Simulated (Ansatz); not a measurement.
Crystal: ScTaN.

```xyz
6
Lattice="3.0851 0.0000 0.0000 -1.5425 2.6717 0.0000 0.0000 0.0000 10.3401" Properties=species:S:1:pos:R:3 pbc="T T T"
Ta    0.0000    1.7812    2.5399
Ta    1.5425    0.8906    7.8003
Sc    0.0000    0.0000    0.0000
Sc    0.0000    0.0000    5.1701
N     0.0000    1.7812    6.5126
N     1.5425    0.8906    3.8275
```

The cell comes from a database or a generator and needn't be the stable form of this composition.

Base run:

* Program: Ansatz 0.2.0
* Functional: PBEsol
* Potentials or basis: Ansatz PAW
* Cutoff: 420 eV
* Density cutoff: 1680 eV
* k mesh: 10 × 10 × 3
* Occupations: fermi-dirac, width 0.05 eV
* Spin: no spin polarisation

Its results: band gap on the k mesh none (metal or under the smearing width); pressure -6.6 GPa; largest force 0.330 eV/Å.

Problem. After a change of settings the same cell gave: band gap on the k mesh none (metal or under the smearing width); pressure -2.5 GPa; largest force 0.126 eV/Å. Which change was it?
A. spin from no spin polarisation to spin-orbit coupling, no magnetisation; potential files from those of the base run to others of the same set
B. functional from PBEsol to r2SCAN; cutoff from 420 eV to 500 eV; density cutoff from 1680 eV to 2000 eV
C. k mesh from 10 × 10 × 3 to 8 × 8 × 4
D. functional from PBEsol to LDA

Solution. B.

Caveats: the PAW data sets come from PBE, with cores solved anew for the run's functional, which leaves a small shift of forces and pressure.

Not every run made on this cell is shown here.
